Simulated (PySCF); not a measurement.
# [Ce(NH3)]2+: other functionals and bases at one geometry

Aim: see how levels, charges and forces of [Ce(NH3)]2+ depend on the level of theory. It is a constructed species; whether it can be made isn't addressed.

Method: several levels, as the steps say, no spin–orbit coupling; program: PySCF 2.14.0.

1 further run of the same task is left out (for a known fault of the program).

## Step 1: The system as given

5 atoms, charge 2, spin multiplicity 1.

Bond lengths: Ce1–N2 2.674 Å, N2–H3 1.030 Å, N2–H4 1.030 Å, N2–H5 1.030 Å. Angles: Ce1–N2–H3 115.3°, Ce1–N2–H4 115.3°, Ce1–N2–H5 115.3°, H3–N2–H4 103.1°, H3–N2–H5 103.1°, H4–N2–H5 103.1°.

As a file:

```xyz
5
CeH3N
Ce    0.0000    0.0000   -0.2581
N     0.0000    0.0000    2.4160
H     0.9312    0.0000    2.8554
H    -0.4656    0.8064    2.8554
H    -0.4656   -0.8064    2.8554
```

Formal oxidation states: Ce +2. Each metal's 2 4f electrons lie in its core potential, so multiplicities, spins and levels count the valence alone. For divalent La, Ce, Gd or Lu the extra electron is normally 5d or 6s, so this core forces an excited configuration. An earlier session relaxed this geometry at PBE0, Ce lcecp-0-SVP with ECP48, N def2-SVP, H def2-SVP (singlet, point group C3v).

At PBE0 on the finer grid: E = -82.574124 Eh, frontier levels not given, since the 4f levels lie in the core, Mulliken charge on Ce1 +1.75 e, largest force component 0.002 eV/Å. 

Levels to run: r2SCAN; M06-L; PBE0, TZVP. Hardware: 2 threads of Arm Neoverse N1, shared host.

## Step 2: r2SCAN

run.py (the lines that set the calculation)

```python
mol = gto.M(atom='''
Ce     0.00000     0.00000    -0.25805
N      0.00000     0.00000     2.41603
H      0.93115     0.00004     2.85545
H     -0.46561     0.80638     2.85545
H     -0.46555    -0.80642     2.85545''',
    basis={'Ce': 'lcecp-0-SVP', 'N': 'def2-SVP', 'H': 'def2-SVP'},
    ecp={'Ce': 'lcecp-0-SVP'},
    charge=2, spin=0)
mf = dft.RKS(mol, xc='R2SCAN')
mf.grids.atom_grid = (75, 302)  # f atoms: unpruned, at least (60, 302)
mf = mf.density_fit()  # fitting sets: Ce AutoAux, N def2-universal-JKFIT, H def2-universal-JKFIT
mf.conv_tol = 1e-08; mf.max_cycle = 55
mf.kernel(dm0)  # dm0: the density of the relaxed state
```

The run is started by

```bash
> OMP_NUM_THREADS=2 python run.py
```

## Step 3: M06-L

run.py (the lines that set the calculation), as its differences from that of step 2:

```diff
@@ -9,3 +9,3 @@
     charge=2, spin=0)
-mf = dft.RKS(mol, xc='R2SCAN')
+mf = dft.RKS(mol, xc='M06L')
 mf.grids.atom_grid = (75, 302)  # f atoms: unpruned, at least (60, 302)
```

## Step 4: PBE0, TZVP

Basis: Ce lcecp-0-TZVP with ECP48, N def2-TZVP, H def2-TZVP. 

run.py (the lines that set the calculation)

```python
mol = gto.M(atom='''
Ce     0.00000     0.00000    -0.25805
N      0.00000     0.00000     2.41603
H      0.93115     0.00004     2.85545
H     -0.46561     0.80638     2.85545
H     -0.46555    -0.80642     2.85545''',
    basis={'Ce': 'lcecp-0-TZVP', 'N': 'def2-TZVP', 'H': 'def2-TZVP'},
    ecp={'Ce': 'lcecp-0-TZVP'},
    charge=2, spin=0)
mf = dft.RKS(mol, xc='PBE0')
mf.grids.atom_grid = (75, 302)  # f atoms: unpruned, at least (60, 302)
mf = mf.density_fit()  # fitting sets: Ce AutoAux, N def2-universal-JKFIT, H def2-universal-JKFIT
mf.conv_tol = 1e-08; mf.max_cycle = 55
mf.kernel(dm0)  # dm0: free metal ions and neutral atoms
```

Before running it: what results should come out? Wanted: for each run, charge on Ce1; dipole; largest force.

As calculated:

| level | state | charge on Ce1 (e) | dipole (D) | largest force (eV/Å) | basis functions | time |
| --- | --- | --- | --- | --- | --- | --- |
| PBE0 (relaxed here) | singlet | 1.75 | 1.89 | 0.00 | 60 | 4.9 s |
| r2SCAN | singlet | 1.75 | 1.89 | 0.08 | 60 | 3.8 s |
| M06-L | singlet | 1.77 | 1.76 | 0.14 | 60 | 4 s |
| PBE0, TZVP | singlet | 1.83 | 1.91 | 0.39 | 96 | 6.5 s |

Times are on 2 threads of Arm Neoverse N1, shared host; the first row also made further properties. The dipole of a charged species depends on the origin, so these sizes hold for this origin alone.

The largest leftover force, 0.39 eV/Å with PBE0, TZVP, stands at a geometry relaxed at another level. The Mulliken charge on Ce spans +1.75 to +1.83 e over the levels. With 4f in the core, its levels are missing from HOMO and gap. Total energies of different levels can't be compared. Spin–orbit coupling is left out throughout.
